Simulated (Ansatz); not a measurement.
Task: a single point in a Gaussian basis of C3H9BO2, SMILES CC(C)B(O)O, with Ansatz's Python interface. Give the script and its output. Use: BHLYP, cc-pVDZ basis, multiplicity 1.

```csv
atom,x (Å),y (Å),z (Å)
C,-0.5436,1.4589,-0.3285
C,-0.2370,-0.0352,-0.4659
C,-1.3125,-0.8784,0.2256
B,1.2128,-0.3687,0.1316
O,2.2532,-0.9106,-0.7390
O,1.5039,-0.1219,1.5426
H,-1.5302,1.6876,-0.7852
H,-0.5685,1.7629,0.7407
H,0.2264,2.0616,-0.8572
H,-0.2313,-0.2935,-1.5472
H,-2.3051,-0.6752,-0.2300
H,-1.3657,-0.6429,1.3109
H,-1.0938,-1.9611,0.1015
H,2.7185,-0.1136,-1.0988
H,1.2727,-0.9700,1.9989
```

The script, `energy.py`:
```python
"""Single point of C3H9BO2 in a Gaussian basis."""

from pathlib import Path
import warnings

import ansatz
import numpy as np
import pandas as pd

BASIS = "cc-pVDZ"

warnings.simplefilter("ignore", ansatz.DeckWarning)

geometry_ang = [
    ("C", [-0.5436, 1.4589, -0.3285]),
    ("C", [-0.237, -0.0352, -0.4659]),
    ("C", [-1.3125, -0.8784, 0.2256]),
    ("B", [1.2128, -0.3687, 0.1316]),
    ("O", [2.2532, -0.9106, -0.739]),
    ("O", [1.5039, -0.1219, 1.5426]),
    ("H", [-1.5302, 1.6876, -0.7852]),
    ("H", [-0.5685, 1.7629, 0.7407]),
    ("H", [0.2264, 2.0616, -0.8572]),
    ("H", [-0.2313, -0.2935, -1.5472]),
    ("H", [-2.3051, -0.6752, -0.23]),
    ("H", [-1.3657, -0.6429, 1.3109]),
    ("H", [-1.0938, -1.9611, 0.1015]),
    ("H", [2.7185, -0.1136, -1.0988]),
    ("H", [1.2727, -0.97, 1.9989]),
]
geometry = ansatz.Crystal.molecule()
for symbol, xyz in geometry_ang:
    geometry = geometry.atom(symbol, xyz)

base = geometry.calculation()
base = base.basis(gaussian=BASIS)
base = base.functional(ansatz.LibraryFunctional("BHLYP"))
base = base.forces()
base = base.orbitals()
result = base.run(threads=1, runs_dir="c3h9bo2_runs")
rep = result.report

for key in ("converged", "free_energy_ev", "reference_energy_ev", "n_frozen", "n_occupied", "n_virtual"):
    print(f"{key:22s} {rep[key]}")

field = rep["mean_field"]
print("<S^2> =", round(abs(field["state"]["spin_squared"]), 4), " all-electron relativity setting:", field["relativity"])
print("passes:", field["passes"])
if "symmetry" in field:
    print("occupied orbitals by irrep:", field["symmetry"]["occupied"])

symbols = [site.symbol for site in geometry.cartesian_sites]
forces = np.array(rep["forces_ev_ang"])
print("largest force", round(float(np.linalg.norm(forces, axis=1).max()), 4), "eV/A, rms", round(float(np.sqrt((forces ** 2).mean())), 4))

charges = rep["charge_distribution"]
table = pd.DataFrame({"atom": symbols, "mulliken": charges["mulliken_charges_e"], "lowdin": charges["lowdin_charges_e"]})
print(table.round(3).to_string())
print("dipole (e A):", np.round(charges["dipole_moment_e_ang"], 4) + 0.0)

lines = Path(rep["orbitals_path"]).read_text().splitlines()
field_of = lambda key: [line.split("=")[1].strip() for line in lines if line.startswith(key)]
orbitals = [(27.211386 * float(e), s, float(n)) for e, s, n in zip(field_of("Ene="), field_of("Spin="), field_of("Occup="))]
homo = max(e for e, _, n in orbitals if n > 0.5)
lumo = min(e for e, _, n in orbitals if n < 0.5)
print(f"HOMO {homo:.3f} eV, LUMO {lumo:.3f} eV, gap {lumo - homo:.3f} eV")
```

Output of `python energy.py`:
```text
converged              True
free_energy_ev         -8026.100119205258
reference_energy_ev    -8026.100119205258
n_frozen               0
n_occupied             [24, 24]
n_virtual              [105, 105]
<S^2> = 0.0  all-electron relativity setting: none
passes: {'evaluations': 15, 'products': 13}
occupied orbitals by irrep: [{'A': 24}, {'A': 24}]
largest force 3.0515 eV/A, rms 0.7849
   atom  mulliken  lowdin
0     C    -0.034   0.028
1     C    -0.173  -0.062
2     C    -0.041   0.026
3     B     0.264  -0.708
4     O    -0.268   0.277
5     O    -0.279   0.281
6     H     0.025   0.010
7     H     0.040   0.019
8     H     0.019   0.017
9     H     0.007   0.031
10    H     0.026   0.011
11    H     0.029   0.014
12    H     0.028   0.019
13    H     0.177   0.020
14    H     0.180   0.017
dipole (e A): [-0.154   0.0378 -0.0586]
HOMO -9.115 eV, LUMO 1.102 eV, gap 10.217 eV
```

Reading the output:
- Total energies depend on the basis set; only differences at equal settings carry meaning.
- The geometry is a force-field or estimated start, not a minimum of this method, and the basis set is short of its limit.
- The Löwdin charges here are taken after orthogonalising the functions within each atom; they differ from plain Löwdin charges, and their signs can be unphysical.
- Levels such as HOMO and LUMO are orbital energies: with these approximate functionals they aren't the ionisation energy and electron affinity, and their gap isn't the fundamental gap.
- Run time: 5.2 s on 1 thread of INTEL(R) XEON(R) PLATINUM 8581C CPU @ 2.30GHz (Emerald Rapids), on a shared host, peak memory 0.38 GiB.
